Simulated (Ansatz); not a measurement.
# GeH4Cl (doublet): wB97M-V, B2PLYP, RPA-PBE over a scan of the distance Cl1–H2 along a hydrogen transfer, cc-pVDZ

The task here is to estimate one member of a computed series from the others.

Program: Ansatz 0.2.0, Gaussian basis. Level of theory: cc-pVDZ, all electrons in the functionals, frozen cores in the correlation of double hybrids and RPA. These are calculated values, not measurements.

Plan: wB97M-V, B2PLYP, RPA-PBE, at 1.279 Å; 1.398 Å; 1.638 Å; 1.877 Å; 2.116 Å.

## What is computed

The geometry derives from fragments relaxed apart (PBE0/def2-TZVP) and kept rigid, so it is no stationary point. A hydrogen atom is moved between rigid fragments. No spin-orbit coupling is included. The filled d shell of Ge may be among the frozen orbitals whatever the setting's name suggests; the logs give the count.

6 atoms, charge 0, spin multiplicity 2.

Atoms are counted from 1 here; the program's logs count them from 0.

Bond lengths: Cl1–H2 1.279 Å, Ge3–H4 1.539 Å, Ge3–H5 1.539 Å, Ge3–H6 1.539 Å. Angles: H4–Ge3–H5 111.2°, H4–Ge3–H6 111.2°, H5–Ge3–H6 111.2°.

No dispersion term is added; wB97M-V holds VV10 nonlocal correlation.

The geometry shown and the zero of energy belong to the point 1.279 Å. The yardstick, UCCSDT(Q), and other wave-function levels (R restricted, U unrestricted, valence and pair active spaces) come from earlier runs.

Set-up of the first run:

The input, in.yaml:

```yaml
crystal:
  periodic: [false, false, false]
  atoms:
    - {symbol: Cl, position_ang: [-2.484522, 0.000001, -0.000001]}
    - {symbol: H, position_ang: [-1.205722, 0.000000, 0.000000]}
    - {symbol: Ge, position_ang: [1.161478, 0.000000, 0.000000]}
    - {symbol: H, position_ang: [1.630146, -1.465915, 0.000001]}
    - {symbol: H, position_ang: [1.630147, 0.732957, -1.269519]}
    - {symbol: H, position_ang: [1.630146, 0.732957, 1.269520]}
basis:
  gaussian: {orbitals: cc-pVDZ}
magnetization: {spin_polarized: true, initial_magnetization: 1}
hamiltonian: {xc: {name: wB97M-V}}
output: {orbitals: {seedname: orbitals}}
```

Run with:

```
ansatz run in.yaml --threads 1 --pin off --events-out ev --progress --plain --max-ram 2816MiB --backend cpu
```

Among the steps run: wB97M-V, 1.279 Å; wB97M-V, 1.398 Å; wB97M-V, 1.638 Å; wB97M-V, 1.877 Å; wB97M-V, 2.116 Å; B2PLYP, 1.279 Å; B2PLYP, 1.398 Å; B2PLYP, 1.638 Å; B2PLYP, 1.877 Å; B2PLYP, 2.116 Å; RPA-PBE, 1.279 Å; RPA-PBE, 1.398 Å; RPA-PBE, 1.638 Å; RPA-PBE, 1.877 Å; RPA-PBE, 2.116 Å.

One of the session's tables, all rows but one given; the rest of the session is left out.

```
    level  1.398 Å  1.638 Å  1.877 Å  2.116 Å
UCCSDT(Q)      2.0     13.2     14.5     11.8
  wB97M-V      1.2     11.7     14.2     13.3
   B2PLYP      1.1     10.7     12.3     11.3
  RPA-PBE        ?        ?        ?        ?
```

Q: Estimate the row for RPA-PBE from the others.

The run gave: 1.398 Å: 1.5; 1.638 Å: 11.0; 1.877 Å: 11.3; 2.116 Å: 9.2. In the column «1.398 Å» it lies between wB97M-V (1.2) and UCCSDT(Q) (2.0).

To keep in mind: Energies in kcal/mol, counted from 1.279 Å; blanks weren't run or aren't comparable.
